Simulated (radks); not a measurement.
# Kr¹⁶⁺ in [Ne] 3s2 3p5 3d2 4f1: an all-electron calculation

The task here is to estimate one member of a computed series from the others.

The numbers are computed with radks (a radial shooting solver on a logarithmic mesh, Libxc functionals) version 1 (scalar-relativistic Kohn-Sham, exchange-only PBE, spin-unpolarised, spherical densities, point nucleus), except any that are marked as measured or tabulated.

**The system**

| Item | Value |
| --- | --- |
| element | krypton (Z = 36) |
| charge | +16 |
| electrons | 20 |
| configuration | [Ne] 3s2 3p5 3d2 4f1 |

The outer shells:

Kr¹⁶⁺
```
[Ne] core
3s [↑↓]
3p [↑↓][↑↓][↑ ]
3d [↑ ][↑ ][  ][  ][  ]
4f [↑ ][  ][  ][  ][  ][  ][  ]
```

Set-up of the first run:

Input:

```text
Z 36
configuration [Ne] 3s2 3p5 3d2 4f1 4s0 4p0
relativity scalar-relativistic
functional pbe,
spin unpolarised
nucleus point
c 137.035999084
```

The run is started by

```bash
python run_ks.py task.json out
```

This one command runs every case of the session in turn.

One of the session's tables, all rows but one given; the rest of the session is left out.

It belongs to the step «Radial structure». From the orbitals of this run (lengths in bohr):

```
level      <r>  outermost maximum (interpolated)  90 % within  nodes
   1s  0.04149                            0.0271       0.0742      0
   2s   0.1825                             0.154        0.282      1
   2p   0.1591                             0.123        0.259      0
   3s   0.4799                             0.442        0.701      2
   3p        ?                                 ?            ?      ?
   3d   0.4360                             0.359        0.676      0
   4s   0.9847                             0.963         1.39      3
   4p    1.006                             0.983         1.43      2
   4f   0.9637                             0.844         1.42      0
```

Q: Estimate the row for 3p from the others.

The run gave: <r>: 0.4738; outermost maximum (interpolated): 0.431; 90 % within: 0.706; nodes: 1. In the column «<r>» it lies between 3d (0.4360) and 3s (0.4799).
